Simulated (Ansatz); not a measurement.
# ZnSn2N2: the cost of one run

Computed with Ansatz 0.2.0 (DFT PBE, scalar-relativistic, plane waves, PAW, unless a step names another level, unless a step's input says otherwise).

1 further run of the same task is left out (set aside as unsound or not needed). Runs told in other sessions of the task aren't counted.

**1. The system as given**

Symmetry: R-3m, No. 166, trigonal system. Conventional cell: a = 3.444 Å, b = 3.444 Å, c = 28.021 Å, α = 90.00°, β = 90.00°, γ = 120.00°. Zn (site symmetry -3m) has 2 N at 1.84 Å in its first shell of neighbours. Sn (site symmetry 3m) has 3 N at 2.26 Å in its first shell of neighbours. N (site symmetry 3m) is surrounded by 1 Zn at 1.84 Å and 3 Sn at 2.26 Å.

As a file:

```xyz
5
Lattice="2.9823 -1.7220 0.0398 2.9823 1.7220 0.0398 -2.1207 0.0000 9.3130" Properties=species:S:1:pos:R:3 pbc="T T T"
Zn    0.0000    0.0000    0.0000
Sn   -0.0912    0.0000    6.4281
Sn    3.9350    0.0000    2.9644
N     3.8709    0.0000    7.5540
N    -0.0271    0.0000    1.8386
```

It came out lowest among 29 distinct ends of the trial cells. At a tolerance of 0.02 Å it has space group R-3m (No. 166).

**2. Relaxing to 0.001 eV/Å, on the response runs' mesh and smearing**

The input, input.yaml:

```yaml
crystal:
  lattice:
    - [2.9822866206, -1.7220205309, 0.0397553955]
    - [2.9822866206, 1.7220205309, 0.0397553955]
    - [-2.120729414, 0.0, 9.3130465913]
  atoms:
    - { symbol: Zn, position: [0.0, 0.0, 0.0] }
    - { symbol: Sn, position: [0.2294319215, 0.2294319215, 0.6882679219] }
    - { symbol: Sn, position: [0.7705680785, 0.7705680785, 0.3117320781] }
    - { symbol: "N", position: [0.9345475877, 0.9345475877, 0.8031396693] }
    - { symbol: "N", position: [0.0654524123, 0.0654524123, 0.1968603307] }
basis:
  ecutwfc: 420
kpoints:
  mp_grid: { grid: [12, 12, 4] }
hamiltonian:
  xc: pbe
scf:
  occupations: { method: fixed }
output:
  forces: true
  stress: true
  eigenvalues: true
relax:
  adjacent_minimum: "off"
  f_tol: 0.001
  max_steps: 60
  cell: { stress_tol: 0.01 }
```

Run with:

```
> ansatz run input.yaml --threads 3 --pin off --max-ram 7680MiB --backend cpu --events-out ev --progress --plain --runs-dir out
```

Q: Estimate wall time and peak memory on 3 threads of Intel Xeon 6975P-C (Granite Rapids), shared host.

About 20 s, with a peak of 0.71 GiB.
